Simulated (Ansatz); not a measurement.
# LaZn: the cost of one run

Computed with Ansatz 0.2.0 (DFT LDA, scalar-relativistic, unless a step's input says otherwise).

**1. Starting point**

The structure is cubic, space group Pm-3m (No. 221). The conventional cell has a = 3.750 Å, b = 3.750 Å, c = 3.750 Å, α = 90.00°, β = 90.00°, γ = 90.00°. La (site symmetry m-3m) has 8 Zn at 3.25 Å as nearest neighbours. Around Zn (site symmetry m-3m) lie 8 La at 3.25 Å.

Structure file:

```
La Zn
1.0
     3.75000    0.00000    0.00000
     0.00000    3.75000    0.00000
     0.00000    0.00000    3.75000
La Zn
1 1
Direct
  0.50000 0.50000 0.50000
  0.00000 0.00000 0.00000
```

The structure is an experimental refinement, used without relaxation.

Atoms are numbered in the order of the input: La1, Zn2.

**2. Volume × 0.94, LAPW**

input.yaml reads:

```yaml
crystal:
  lattice:
    - [3.6734479077, 0.0, 0.0]
    - [0.0, 3.6734479077, 0.0]
    - [0.0, 0.0, 3.6734479077]
  atoms:
    - { symbol: La, position: [0.5, 0.5, 0.5] }
    - { symbol: Zn, position: [0.0, 0.0, 0.0] }
kpoints:
  mp_grid: { grid: [9, 9, 9] }
  band_path:
    path:
      - [0.0, 0.0, 0.0]
      - [0.0, 0.5, 0.0]
      - [0.5, 0.5, 0.0]
      - [0.0, 0.0, 0.0]
      - [0.5, 0.5, 0.5]
      - [0.0, 0.5, 0.0]
      - [0.5, 0.5, 0.5]
      - [0.5, 0.5, 0.0]
    npoints: 5
scf:
  occupations: { method: fermi_dirac, width: 0.05 }
hamiltonian:
  xc: lda
  pseudopotentials: { kind: all_electron, lapw: { basis_error: 0.001 } }
output:
  forces: true
  stress: true
  eigenvalues: true
```

Launch:

```
$ ansatz run input.yaml --threads 1 --pin off --max-ram 3072MiB --backend cpu --events-out ev --progress --plain --runs-dir out
```

What time and memory should one allow on 1 thread of Arm Neoverse V1, shared host?

About 12 s, with a peak of 0.29 GiB.
